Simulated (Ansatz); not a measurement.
# C₅H₃N₃: ionisation energy by level of theory

One table from this session's results is given with a row withheld; the runs are named, their logs left out.

The runs use Ansatz 0.2.0, Gaussian basis; unrestricted cation, the program's frozen cores in correlated methods.

Plan: UKS PBE-D4/def2-TZVPP; UKS r2SCAN-D4/def2-TZVPP; UKS PBE0-D4/def2-TZVPP; UKS B3LYP-D4/def2-TZVPP; UKS wB97X-V/def2-TZVPP; UKS wB97M-V/def2-TZVPP; UKS B2PLYP/def2-TZVPP; UHF-CCSD(T)/def2-TZVPP; UHF-MP2/def2-QZVPP; extrapolation to the limit; then −ε(HOMO) from the neutral's earlier runs with LDA (SPW92), PBE-D4, revPBE-D4, BLYP-D4, r2SCAN-D4, B97M-V, PBE0-D4, B3LYP-D4, r2SCANh-D4, r2SCAN0-D4, HSE06-D4, BHLYP-D4, CAM-B3LYP-D4, LC-ωPBE, ωB97X-V, ωB97M-V.

## The relaxed structure

The geometry comes from an earlier relaxation with PBE0-D4 in a triple-zeta def2 set; it is a stationary point, not always the lowest conformer.

SMILES `CC(C#N)(C#N)C#N`, 11 atoms, charge 0, spin multiplicity 1.

Atoms are counted from 1 here; the program's logs count them from 0.

Bond lengths: C1–C2 1.547 Å, C1–H9 1.089 Å, C1–H10 1.089 Å, C1–H11 1.089 Å, C2–C3 1.472 Å, C2–C5 1.472 Å, C2–C7 1.472 Å, C3–N4 1.147 Å, C5–N6 1.147 Å, C7–N8 1.147 Å. Angles: C2–C1–H9 109.1°, C2–C1–H10 109.1°, C2–C1–H11 109.1°, H9–C1–H10 109.8°, H9–C1–H11 109.8°, H10–C1–H11 109.8°, C1–C2–C3 109.7°, C1–C2–C5 109.7°, C1–C2–C7 109.7°, C3–C2–C5 109.2°, C3–C2–C7 109.2°, C5–C2–C7 109.2°, C2–C3–N4 177.7°, C2–C5–N6 177.7°, C2–C7–N8 177.7°.

Set-up of the first run:

Contents of in.yaml:

```yaml
crystal:
  periodic: [false, false, false]
  atoms:
    - {symbol: C, position_ang: [-0.783984, -0.596045, -0.772022]}
    - {symbol: C, position_ang: [0.185199, 0.140797, 0.182346]}
    - {symbol: C, position_ang: [1.565966, -0.000319, -0.306958]}
    - {symbol: N, position_ang: [2.626653, -0.134659, -0.723027]}
    - {symbol: C, position_ang: [-0.165596, 1.568901, 0.239811]}
    - {symbol: N, position_ang: [-0.472907, 2.674129, 0.255572]}
    - {symbol: C, position_ang: [0.087337, -0.437517, 1.532093]}
    - {symbol: N, position_ang: [-0.019982, -0.917252, 2.568700]}
    - {symbol: H, position_ang: [-1.801985, -0.485810, -0.401722]}
    - {symbol: H, position_ang: [-0.704210, -0.161314, -1.767133]}
    - {symbol: H, position_ang: [-0.516502, -1.650931, -0.807662]}
basis:
  gaussian: {orbitals: def2-TZVPP}
total_charge: 1
magnetization: {spin_polarized: true, initial_magnetization: 1}
hamiltonian: {xc: pbe, dispersion: d4}
```

Command:

```sh
$ ansatz run in.yaml --threads 2 --pin off --events-out ev --progress --plain --max-ram 32768MiB --backend cuda --devices 0, --max-vram 18GiB
```

Among the steps run: Cation, UKS PBE-D4/def2-TZVPP; Cation, UKS r2SCAN-D4/def2-TZVPP; Cation, UKS PBE0-D4/def2-TZVPP; Cation, UKS B3LYP-D4/def2-TZVPP; Cation, UKS wB97X-V/def2-TZVPP; Cation, UKS wB97M-V/def2-TZVPP; Cation, UKS B2PLYP (frozen core)/def2-TZVPP; Cation, UHF-CCSD(T)/def2-TZVPP; Cation, UHF-MP2/def2-QZVPP.

One of the session's tables, all rows but one given; the rest of the session is left out.

It belongs to the step «Ionisation energies side by side». Orbital estimates, from the neutral's runs:

| functional | −ε(HOMO) (eV) |
| --- | --- |
| LDA (SPW92) | 9.49 |
| PBE-D4 | 9.26 |
| revPBE-D4 | 9.18 |
| BLYP-D4 | ? |
| r2SCAN-D4 | 9.57 |
| B97M-V | 9.56 |
| PBE0-D4 | 10.65 |
| B3LYP-D4 | 10.41 |
| r2SCANh-D4 | 10.09 |
| r2SCAN0-D4 | 10.86 |
| HSE06-D4 | 10.25 |
| BHLYP-D4 | 11.90 |
| CAM-B3LYP-D4 | 12.10 |
| LC-ωPBE | 13.53 |
| ωB97X-V | 13.09 |
| ωB97M-V | 12.96 |

**Question.** Estimate the row for BLYP-D4.

Worked estimate for «−ε(HOMO) (eV)». Against the share of exact exchange, B3LYP-D4 (0.2, 10.41), BHLYP-D4 (0.5, 11.90) give a slope of 4.97 per unit share; at 0 the line stands at 9.42.

The run gave: −ε(HOMO) (eV): 9.13. In «−ε(HOMO) (eV)» the line misses by +0.29.
